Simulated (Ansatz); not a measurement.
# Sn2H: one candidate of a structure search

Aim: relax a trial structure of Sn2H and see where it ends.

Method: DFT PBE, scalar-relativistic, plane waves, PAW, in Ansatz 0.2.0.

## (1) The starting structure

It takes space group P6/mmm (No. 191, hexagonal). The conventional cell has a = 4.141 Å, b = 4.141 Å, c = 9.308 Å, α = 90.00°, β = 90.00°, γ = 120.00°. Sn (site symmetry 6mm) is surrounded by 1 Sn at 1.75 Å. Sn (site symmetry 6/mmm) is surrounded by 6 H at 2.39 Å. Around Sn (site symmetry 6/mmm) lie 2 Sn at 1.75 Å. H (site symmetry -6m2) is surrounded by 3 H at 2.39 Å and 3 Sn at 2.39 Å.

As a file:

```cif
data_structure
_symmetry_space_group_name_H-M 'P 1'
_symmetry_Int_Tables_number 1
_cell_length_a 4.1414
_cell_length_b 4.1414
_cell_length_c 9.3084
_cell_angle_alpha 90.000
_cell_angle_beta 90.000
_cell_angle_gamma 120.000
_cell_volume 138.26
loop_
_atom_site_label
_atom_site_type_symbol
_atom_site_fract_x
_atom_site_fract_y
_atom_site_fract_z
_atom_site_occupancy
Sn1 Sn 0.00000 0.00000 0.81152 1
Sn2 Sn 0.00000 0.00000 0.18848 1
Sn3 Sn 0.00000 0.00000 0.50000 1
Sn4 Sn 0.00000 0.00000 0.00000 1
H1 H 0.33333 0.66667 0.50000 1
H2 H 0.66667 0.33333 0.50000 1
```

Recipe of the guess: random cell by space group and Wyckoff sites (P6/mmm, No. 191). Lengths come from tabulated atomic sizes and are only a guess.

## (2) Probe: one point on a coarse mesh

input.yaml

```yaml
crystal:
  lattice:
    - [4.14139362, 0.0, 0.0]
    - [-2.07069681, 3.58655208, 0.0]
    - [0.0, 0.0, 9.30841907]
  atoms:
    - { symbol: Sn, position: [0.0, 0.0, 0.81152132] }
    - { symbol: Sn, position: [0.0, 0.0, 0.18847868] }
    - { symbol: Sn, position: [0.0, 0.0, 0.5] }
    - { symbol: Sn, position: [0.0, 0.0, 0.0] }
    - { symbol: H, position: [0.33333333, 0.66666667, 0.5] }
    - { symbol: H, position: [0.66666667, 0.33333333, 0.5] }
basis:
  ecutwfc: 420
kpoints:
  mp_grid: { grid: [6, 6, 2] }
hamiltonian:
  xc: pbe
scf:
  occupations: { method: gaussian, width: 0.1 }
  lower_state_search: "off"
output:
  forces: true
  stress: true
  eigenvalues: true
```

Started as:

```bash
ansatz run input.yaml --threads 1 --pin off --max-ram 2560MiB --backend cpu --events-out ev --progress --plain --runs-dir out
```

The session goes on with these runs: coarse relaxation; full relaxation.

What does the calculation give? Wanted: conventional cell; volume; energy over the elements; gap on the mesh.

**Answer**, as computed:

| quantity | value |
| --- | --- |
| symmetry at the end (tolerance 0.05 Å) | space group P6/mmm (No. 191) |
| conventional cell | a = 3.504 Å, b = 3.504 Å, c = 12.219 Å, α = 90.00°, β = 90.00°, γ = 120.00° |
| volume | 21.65 Å³/atom |
| energy over the elements (uncorrected; H, N, O, F and Cl as molecules), grey Sn | +0.41 eV/atom |
| gap on the mesh | none (metal) |

In words: The space group P6/mmm (No. 191) is kept, and the volume per atom shrinks by 6.0 % from the first guess. The formation energy is positive, so the separate elements lie lower. No finished test with a distortion of lower symmetry is shown, so the end may be a saddle point. Where forces pass 15 eV/Å atoms stand far too close, the PAW spheres overlap strongly and those numbers are rough.
